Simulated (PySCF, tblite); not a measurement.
# C7H15AlS: geometry, infrared bands and NMR shifts

Wanted: the infrared bands and NMR shifts of C7H15AlS (`CC[S][AlH][CH]1CCCC1`), by calculation.

The runs use tblite 0.8.0 and PySCF 2.14.0, with density-fitted response routines of our own; the level of theory stands in each step. All values are computed, except where a source is named. Atoms count from 0, in the outputs and in this text.

### 1 The starting structure

24 atoms, charge 0, multiplicity 1; geometry from: force field or distance geometry start.

Bonds of the start (Å): C0–C1 1.53, C1–S2 1.81, S2–Al3 2.28, Al3–C4 1.98, C4–C5 1.52, C5–C6 1.52, C6–C7 1.52, C7–C8 1.52, C8–C4 1.52, C0–H9 1.11, C0–H10 1.10, C0–H11 1.11, C1–H12 1.10, C1–H13 1.10, Al3–H14 1.61, C4–H15 1.10, C5–H16 1.10, C5–H17 1.11, C6–H18 1.09, C6–H19 1.10, C7–H20 1.10, C7–H21 1.12, C8–H22 1.09, C8–H23 1.09.

### 2 Geometry optimisation with GFN2-xTB

Job settings and geometry (Å):

```
{"job": {"kind": "relax", "xc": "GFN2-xTB", "basis": "xTB"}, "charge": 0, "multiplicity": 1}
C      4.682600    -0.564000     0.090300
C      3.771300     0.412800    -0.658000
S      2.330900    -0.537300    -1.189300
Al     0.646500     0.044800     0.233900
C     -1.172500    -0.578500    -0.230900
C     -2.092000    -0.414200     0.965400
C     -3.424300    -0.497200     0.238700
C     -3.217100     0.641300    -0.746200
C     -1.763600     0.477200    -1.156500
H      4.983700    -1.409100    -0.555100
H      5.604000    -0.048000     0.409200
H      4.107200    -0.924400     0.974600
H      4.333400     0.830600    -1.502600
H      3.436100     1.223200     0.005700
H      0.757100     1.513300     0.895600
H     -1.213700    -1.585500    -0.659400
H     -1.952200    -1.190800     1.726000
H     -1.896500     0.614000     1.346800
H     -3.440900    -1.420000    -0.348000
H     -4.277600    -0.354900     0.910500
H     -3.893200     0.585400    -1.616300
H     -3.369600     1.580100    -0.160100
H     -1.705700     0.214100    -2.207800
H     -1.245800     1.406900    -0.925500
```

Command:

```console
OMP_NUM_THREADS=1 python probes_run.py task.json out
```

This one command runs all jobs of the session in turn.

**Question.** This job is followed by: GFN2-xTB harmonic vibrations, gas phase; GIAO PBE0/pcSseg-1 NMR shielding, non-relativistic, gas phase. Predict these results of the whole session: strongest single infrared mode (GFN2-xTB); zero-point energy (GFN2-xTB); 13C shifts against TMS (PBE0/pcSseg-1, means over atoms taken as alike); 1H shifts against TMS (PBE0/pcSseg-1, means over atoms taken as alike); 33S shifts against CS2 (PBE0/pcSseg-1); 27Al shifts against AlH4- (PBE0/pcSseg-1).

The runs gave:

| quantity | value |
| --- | --- |
| strongest single infrared mode (GFN2-xTB) | 632 cm⁻¹, 369 km/mol |
| zero-point energy (GFN2-xTB) | 125.6 kcal/mol |
| 13C shifts against TMS (PBE0/pcSseg-1, means over atoms taken as alike) | 31.3, 30.6, 29.7, 29.5, 28.2 ppm |
| 1H shifts against TMS (PBE0/pcSseg-1, means over atoms taken as alike) | 5.20, 2.91, 1.86, 1.73, 1.55, 1.40, 1.31, 0.96 ppm |
| 33S shifts against CS2 (PBE0/pcSseg-1) | -4 ppm |
| 27Al shifts against AlH4- (PBE0/pcSseg-1) | 205.3 ppm |

What this shows: The optimisation took 161 steps and gained 0.744 eV; among the close pairs (by a distance rule), S2–Al3 changed most, from 2.281 to 2.201 Å. All 66 modes are real, so the xTB geometry is a minimum. The strongest single mode, at 632 cm⁻¹, moves mainly H14. GFN2-xTB is a fitted tight-binding method: band positions and strengths are rough. Its intensities can rank the bands wrongly. At PBE0/pcSseg-1: The largest span, 303 ppm, is at S2, where the paramagnetic term is -554 ppm.
